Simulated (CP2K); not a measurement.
Runs of CP2K 2026.2 on SiO. It takes space group Pm-3m (No. 221, cubic). The conventional cell has a = 2.807 Å, b = 2.807 Å, c = 2.807 Å, α = 90.00°, β = 90.00°, γ = 90.00°. Si (site symmetry m-3m) has 8 O at 2.43 Å as nearest neighbours. O (site symmetry m-3m) has 8 Si at 2.43 Å as nearest neighbours. The cell was built by a generator and needn't be a form met in nature.

```csv
task,level,potentials or basis,cell,EPS_DEFAULT,NGRIDS,gap on the mesh (eV),pressure (GPa),V0 of scaled cells (Å³/atom),B0 (GPa)
single point,PBE,"POTENTIAL_UZH Si GTH-PBE-q4, O GTH-PBE-q6; TZVP-MOLOPT-PBE-GTH basis","atoms moved at random, drawn with an rms of 0.05 Å",1.0E-10,4,none,0.3,-,-
equation of state,PBE,"POTENTIAL_UZH Si GTH-PBE-q4, O GTH-PBE-q6; TZVP-MOLOPT-PBE-GTH basis",as given,1.0E-10,5,-,-,11.09,129
equation of state,LDA,"GTH_POTENTIALS Si GTH-PADE-q4, O GTH-PADE-q6; TZVP-MOLOPT-PBE-GTH basis",as given,1.0E-9,5,-,-,10.48,(a)
single point,PBE,"POTENTIAL_UZH Si GTH-PBE-q4, O GTH-PBE-q6; TZVP-MOLOPT-PBE-GTH basis",as given,1.0E-10,4,none,0.3,-,-
```

Alike in all rows: no spin polarisation; k mesh 9 × 9 × 9; smearing fermi-dirac 0.05 eV.

Task: Fill in the values left out.

Result: (a) 146.

Caveats: the basis of atomic orbitals isn't converged, which shifts pressures, moduli and gaps.

A gap of «none» marks a metal or a gap under the smearing width.
